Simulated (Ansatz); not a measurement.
# F− with SiH₃F: structure and interaction energy

One table from this session's results is given with a row withheld; the runs are named, their logs left out.

Method: PBE0-D4 structure, single points in def2-TZVPPD; program: Ansatz 0.2.0, Gaussian basis.

Levels: PBE-D4, revPBE-D4, BLYP-D4, r2SCAN-D4, B97M-V, PBE0-D4, B3LYP-D4, HSE06-D4, wB97X-V, wB97M-V, B2PLYP, Hartree-Fock, MP2, CCSD, CCSD(T). The reference is CCSD(T) extrapolated to the basis limit.

Correlated methods freeze the cores. B3LYP uses VWN-RPA correlation. B2PLYP carries no dispersion term here.

163 further runs of the same task are left out: 163 set aside as unsound or not needed.

## The starting structure

The pair, from a GFN2-xTB docking trial: 6 atoms, charge -1, spin multiplicity 1.

Atoms are counted from 1 here; the program's logs count them from 0.

Bond lengths: F1–Si2 1.746 Å, Si2–F3 1.746 Å, Si2–H4 1.472 Å, Si2–H5 1.476 Å, Si2–H6 1.474 Å. Angles: F1–Si2–F3 179.3°, F1–Si2–H4 89.7°, F1–Si2–H5 90.0°, F1–Si2–H6 90.0°, F3–Si2–H4 89.6°, F3–Si2–H5 90.2°, F3–Si2–H6 90.4°, H4–Si2–H5 120.4°, H4–Si2–H6 120.3°, H5–Si2–H6 119.3°.

Geometry (Å):

```
F     0.4061   -0.2120   -1.6835
Si   -0.0001    0.0010    0.0011
F    -0.4240    0.2048    1.6826
H    -1.3978   -0.3512   -0.2988
H     0.9718   -1.0474    0.3671
H     0.4440    1.4048   -0.0685
```

Atoms 1 to 1 are fragment A (F−), the rest fragment B (SiH₃F).

Set-up of the first run:

The input, pre/in.yaml:

```yaml
crystal:
  periodic: [false, false, false]
  atoms:
    - {symbol: F, position_ang: [0.406100, -0.212000, -1.683500]}
    - {symbol: Si, position_ang: [-0.000100, 0.001000, 0.001100]}
    - {symbol: F, position_ang: [-0.424000, 0.204800, 1.682600]}
    - {symbol: H, position_ang: [-1.397800, -0.351200, -0.298800]}
    - {symbol: H, position_ang: [0.971800, -1.047400, 0.367100]}
    - {symbol: H, position_ang: [0.444000, 1.404800, -0.068500]}
basis:
  gaussian: {orbitals: def2-SVPD}
total_charge: -1
hamiltonian: {xc: pbe, dispersion: d4}
relax: {f_tol: 0.03, max_steps: 250}
```

Run with:

```
> ansatz run in.yaml --threads 2 --pin off --events-out ev --progress --plain --max-ram 5222MiB
```

Steps of the session up to this table: A first relaxation in a small basis; Relaxation at PBE0-D4; wB97X-V/def2-TZVPPD; wB97M-V/def2-TZVPPD; B2PLYP/def2-TZVPPD; B97M-V/def2-TZVPPD; CCSD(T)/def2-TZVPPD; MP2/def2-QZVPPD; Hartree-Fock/STO-3G; SPW92/def2-SVP; wB97M-V/def2-SVP; CCSD(T)/def2-SVP; Vibrations of the pair.

One of the session's tables, all rows but one given; the rest of the session is left out.

```
      method  interaction (kcal/mol)
      PBE-D4                  -76.66
   revPBE-D4                  -74.61
     BLYP-D4                  -72.91
   r2SCAN-D4                  -82.82
      B97M-V                  -83.77
     PBE0-D4                  -82.06
    B3LYP-D4                  -78.32
    HSE06-D4                  -82.03
     wB97X-V                  -81.26
     wB97M-V                       ?
      B2PLYP                  -78.23
Hartree-Fock                  -83.18
         MP2                  -79.48
        CCSD                  -80.50
     CCSD(T)                  -79.77
 CCSD(T)/CBS                  -82.69
```

Q: Estimate the row for wB97M-V from the others.

**Answer.** interaction (kcal/mol): -81.98. In the column «interaction (kcal/mol)» it lies between HSE06-D4 (-82.03) and wB97X-V (-81.26).

Among the levels timed on like hardware and quicker than the yardstick, those that no quicker one beats, quickest first: revPBE-D4 (6.1 s, +8.08 kcal/mol); PBE-D4 (6.2 s, +6.03 kcal/mol); PBE0-D4 (7 s, +0.62 kcal/mol); r2SCAN-D4 (12 s, -0.13 kcal/mol).

r2SCAN-D4 reaches 0.13 kcal/mol from the reference in 12 s, where CCSD(T)/CBS took 73 s; the quickest level in the cost chart, revPBE-D4, takes 6.1 s and misses by 8.08 kcal/mol.

To keep in mind: A lower arrangement may exist.
